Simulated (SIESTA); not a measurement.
The system is Cu3F.

```xyz
4
Lattice="3.5588 0.0000 0.0000 0.0000 3.5588 0.0000 0.0000 0.0000 4.5613" Properties=species:S:1:pos:R:3 pbc="T T T"
Cu    0.0000    1.7794    3.0515
Cu    1.7794    0.0000    3.0515
Cu    1.7794    1.7794    0.2791
F     0.0000    0.0000    3.9130
```

The cell was built by a generator and needn't be a form met in nature.

- Program: SIESTA 5.4.2
- Task: relaxation of cell and atoms
- Functional: BLYP
- Potentials or basis: PseudoDojo 0.4 standard (PBE files)
- Basis: SZ (energy shift 0.002 Ry)
- Grid cutoff: 800 Ry
- Energy shift: 0.002 Ry
- k mesh: 6 × 6 × 4
- Occupations: fermi-dirac, width 0.05 eV
- Spin: no spin polarisation

At the start: pressure 29.4 GPa; volume 14.44 Å³/atom.

Question: Where does the relaxation end?

Answer: Over 26 steps the energy falls by 680.5 meV/atom and the volume is 15.12 Å³/atom (+4.7 %); space group P4mm (No. 99, to 0.05 Å).

The path:
```
step  energy change (eV)  largest force (eV/Å)  pressure (GPa)  volume (Å³)
   1              0.0000                3.1252           29.40        57.77
   2             -0.8958                2.4129           19.02        59.29
   3             -2.2092                1.1137            2.31        62.98
   4             -2.2479                1.0860            1.84        63.13
   5             -2.6674                0.2181           -2.89        65.22
   6             -2.6711                0.2148           -2.36        64.79
   7             -2.7112                0.0928           -0.83        62.73
   8             -2.7114                0.1435            1.12        61.04
   9             -2.7106                0.1975           -0.03        62.01
  10             -2.6997                0.1869           -0.76        63.01
  11             -2.6818                0.2333           -0.47        64.04
  12             -2.6861                0.1999           -1.64        63.29
  13             -2.6818                0.2650           -1.90        62.15
  14             -2.7209                0.0563           -0.42        60.81
  15             -2.7216                0.0524            0.16        60.23
  16             -2.7218                0.0412           -0.02        60.37
  17             -2.7219                0.0343           -0.12        60.64
  18             -2.7205                0.0357            0.21        60.91
  19             -2.7218                0.0309           -0.24        60.71
  20             -2.7214                0.0287           -0.03        60.93
  21             -2.7220                0.0242           -0.13        60.64
  22             -2.7218                0.0271            0.03        60.31
  23             -2.7217                0.0306            0.02        60.30
  24             -2.7218                0.0320           -0.01        60.39
  25             -2.7220                0.0163            0.04        60.35
  26             -2.7221                0.0032            0.00        60.46
```

Final structure:
```
Cu F
1.0
     3.69207    0.00000    0.00000
     0.00000    3.69207    0.00000
     0.00000    0.00000    4.43547
Cu F
3 1
Direct
  0.00000 0.50000 0.56956
  0.50000 0.00000 0.56956
  0.50000 0.50000 0.14825
  0.00000 0.00000 0.96791
```

Caveat: the basis has no polarisation orbitals; short orbitals over semicore shells can move pressures by several GPa; the potentials were made for another functional, which shifts forces and pressure; the basis of atomic orbitals isn't converged, which shifts pressures, moduli and gaps; the run has no spin polarisation, though such a crystal can be magnetic.
